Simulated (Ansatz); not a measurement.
# H₅NOSn: a ladder of functionals and wavefunction methods

The task here is to estimate one member of a computed series from the others.

Program: Ansatz 0.2.0, Gaussian basis. Level of theory: functionals in def2-TZVPP, the program's frozen cores in correlated methods. These are calculated values, not measurements.

The runs, in order: LDA (SPW92), PBE-D4, revPBE-D4, BLYP-D4, r2SCAN-D4, B97M-V, PBE0-D4, B3LYP-D4, r2SCANh-D4, r2SCAN0-D4, HSE06-D4, BHLYP-D4, CAM-B3LYP-D4, LC-ωPBE, ωB97X-V, ωB97M-V, B2PLYP, PBE-QIDH; CCSD(T)/def2-SVP; CCSD(T)/def2-TZVPP; MP2/def2-QZVPP; extrapolation to the limit; RPA on PBE.

**The geometry**

An earlier PBE0-D4 in a triple-zeta def2 set relaxation fixed the geometry. Sn takes the def2 core potential; no spin-orbit term is included.

SMILES `[NH2][SnH2][OH]`, 8 atoms, charge 0, spin multiplicity 1.

Atoms are counted from 1 here; the program's logs count them from 0.

Bond lengths: N1–Sn2 2.010 Å, N1–H4 1.010 Å, N1–H5 1.010 Å, Sn2–O3 1.966 Å, Sn2–H6 1.703 Å, Sn2–H7 1.715 Å, O3–H8 0.959 Å. Angles: Sn2–N1–H4 114.8°, Sn2–N1–H5 116.0°, H4–N1–H5 108.8°, N1–Sn2–O3 104.3°, N1–Sn2–H6 107.3°, N1–Sn2–H7 114.7°, O3–Sn2–H6 108.7°, O3–Sn2–H7 105.9°, H6–Sn2–H7 115.2°, Sn2–O3–H8 112.7°.

Set-up of the first run:

The input, in.yaml:

```yaml
crystal:
  periodic: [false, false, false]
  atoms:
    - {symbol: N, position_ang: [-1.215787, 0.494496, -0.768565]}
    - {symbol: Sn, position_ang: [0.443781, 0.179962, 0.320232]}
    - {symbol: O, position_ang: [0.279355, -1.682982, 0.926308]}
    - {symbol: H, position_ang: [-1.612498, 1.419476, -0.680027]}
    - {symbol: H, position_ang: [-1.153786, 0.258867, -1.748779]}
    - {symbol: H, position_ang: [0.361613, 1.204864, 1.678365]}
    - {symbol: H, position_ang: [1.908849, 0.259043, -0.567643]}
    - {symbol: H, position_ang: [1.080672, -2.190826, 0.784210]}
basis:
  gaussian: {orbitals: def2-TZVPP}
hamiltonian: {xc: lda}
output: {orbitals: {seedname: orbitals}}
```

Started as:

```bash
$ ansatz run in.yaml --threads 2 --pin off --events-out ev --progress --plain --max-ram 4352MiB
```

Steps of the session up to this table: LDA; PBE-D4 (GGA); revPBE-D4 (GGA); BLYP-D4 (GGA); r2SCAN-D4 (meta-GGA); B97M-V (meta-GGA); PBE0-D4 (hybrid); B3LYP-D4 (hybrid); r2SCANh-D4 (hybrid); r2SCAN0-D4 (hybrid); HSE06-D4 (hybrid); BHLYP-D4 (hybrid); CAM-B3LYP-D4 (range-separated); LC-ωPBE (range-separated); ωB97X-V (range-separated); ωB97M-V (range-separated); B2PLYP (double hybrid); PBE-QIDH (double hybrid).

One table of the session follows, with a row left open; its other results are not shown here.

It belongs to the step «Orbital energies across the functionals». 

| functional | HOMO (eV) | gap (eV) |
| --- | --- | --- |
| LDA (SPW92) | -6.09 | 4.94 |
| PBE-D4 | -5.94 | 5.00 |
| revPBE-D4 | -5.88 | 5.03 |
| BLYP-D4 | -5.82 | 4.88 |
| r2SCAN-D4 | -6.24 | 5.71 |
| B97M-V | -6.34 | 5.59 |
| PBE0-D4 | -7.36 | 7.24 |
| B3LYP-D4 | -7.11 | 6.71 |
| r2SCANh-D4 | -6.77 | 6.55 |
| r2SCAN0-D4 | -7.57 | 7.73 |
| HSE06-D4 | ? | ? |
| BHLYP-D4 | -8.70 | 9.19 |
| CAM-B3LYP-D4 | -8.78 | 9.43 |
| LC-ωPBE | -10.19 | 11.96 |
| ωB97X-V | -9.82 | 11.44 |
| ωB97M-V | -9.72 | 10.96 |

**Question.** Estimate the row for HSE06-D4.

The run gave: HOMO (eV): -6.95; gap (eV): 6.48. In the column «HOMO (eV)» it lies between B3LYP-D4 (-7.11) and r2SCANh-D4 (-6.77).
